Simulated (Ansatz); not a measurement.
# Na: elastic constants

Aim: the elastic tensor from the stress of slightly strained cells, and the moduli that follow. Runs: cell and atoms relaxed (PAW); reference run (PAW and LAPW).

This is Na in the hcp structure; at room conditions it is bcc.

Computed with Ansatz 0.2.0 (DFT PBEsol, frozen-core PAW and all-electron LAPW, scalar-relativistic unless said, unless a step's input says otherwise).

1 further run of the same task is left out (set aside as unsound or not needed).

### 1 Starting point

It takes space group P6_3/mmc (No. 194, hexagonal). Conventional cell: a = 3.767 Å, b = 3.767 Å, c = 6.154 Å, α = 90.00°, β = 90.00°, γ = 120.00°. Na (site symmetry -6m2) is surrounded by 12 Na at 3.77 Å.

Structure file:

```cif
data_structure
_symmetry_space_group_name_H-M 'P6_3/mmc'
_symmetry_Int_Tables_number 194
_cell_length_a 3.7670
_cell_length_b 3.7670
_cell_length_c 6.1540
_cell_angle_alpha 90.000
_cell_angle_beta 90.000
_cell_angle_gamma 120.000
_cell_volume 75.63
loop_
_atom_site_label
_atom_site_type_symbol
_atom_site_symmetry_multiplicity
_atom_site_Wyckoff_symbol
_atom_site_fract_x
_atom_site_fract_y
_atom_site_fract_z
_atom_site_occupancy
Na1 Na 2 c 0.33333 0.66667 0.25000 1
```

Cartesian axes are those of the input's lattice vectors. The structure goes back to a database entry.

### 2 Cell and atoms relaxed, PAW

The input, input.yaml:

```yaml
crystal:
  lattice:
    - [3.76700000002, 0.0, 0.0]
    - [-1.88350000001, 3.26231769607, 0.0]
    - [0.0, 0.0, 6.154]
  atoms:
    - { symbol: Na, position: [0.333333333333, 0.666666666667, 0.25] }
    - { symbol: Na, position: [0.666666666667, 0.333333333333, 0.75] }
kpoints:
  mp_grid: { grid: [14, 14, 8] }
scf:
  occupations: { method: fermi_dirac, width: 0.1 }
hamiltonian:
  xc: pbesol
  pseudopotentials: { kind: paw }
relax:
  f_tol: 0.002
  max_steps: 80
  cell: {}
output:
  forces: true
  stress: true
```

The run is started by

```bash
> ansatz run input.yaml --threads 1 --pin off --max-ram 2560MiB --backend cpu --events-out ev --progress --plain --runs-dir out
```

### 3 Reference run, PAW

The input, input.yaml:

```yaml
crystal:
  lattice:
    - [3.71862098272, 0.0, 0.0]
    - [-1.85931049136, 3.22042023808, 0.0]
    - [0.0, 0.0, 6.0740300452]
  atoms:
    - { symbol: Na, position: [0.333333333333, 0.666666666667, 0.25] }
    - { symbol: Na, position: [0.666666666667, 0.333333333333, 0.75] }
kpoints:
  mp_grid: { grid: [14, 14, 8] }
scf:
  occupations: { method: fermi_dirac, width: 0.1 }
hamiltonian:
  xc: pbesol
  pseudopotentials: { kind: paw }
elastic:
  mode: relaxed_ion
  stencil: two_point
  amplitude: 0.003
```

### 4 Reference run, LAPW

input.yaml: that of step 3 with these lines changed.

```diff
@@ -14,3 +14,3 @@
   xc: pbesol
-  pseudopotentials: { kind: paw }
+  pseudopotentials: { kind: all_electron, lapw: { basis_error: 0.001 } }
 elastic:
```

(Steps that only read results are left out.)

Before running it: what results should come out? Wanted: C11; C12; C13; C33; C44; bulk, shear and Young's modulus; Debye temperature from sound speeds; universal anisotropy index.

**Answer**, as computed:

| quantity | value |
| --- | --- |
| C11 (PAW) | 12 GPa |
| C12 (PAW) | 7 GPa |
| C13 (PAW) | 4 GPa |
| C33 (PAW) | 16 GPa |
| C44 (PAW) | 3 GPa |
| bulk, shear and Young's modulus | 8, 3, 9 GPa |
| Debye temperature from sound speeds | 174 K |
| universal anisotropy index | 0.51 |

**Reading.** All eigenvalues are positive, so the crystal is mechanically stable; by PAW K = 8 and G = 3 GPa, K/G = 2.43, on the ductile side of Pugh's rough line at 1.75, which was drawn for metals. Young's modulus runs from 7 to 14 GPa with direction. Cautions: frozen-core PAW files fitted under PBE, their cores solved anew for the functional of the run; responses of metals move with mesh and smearing.
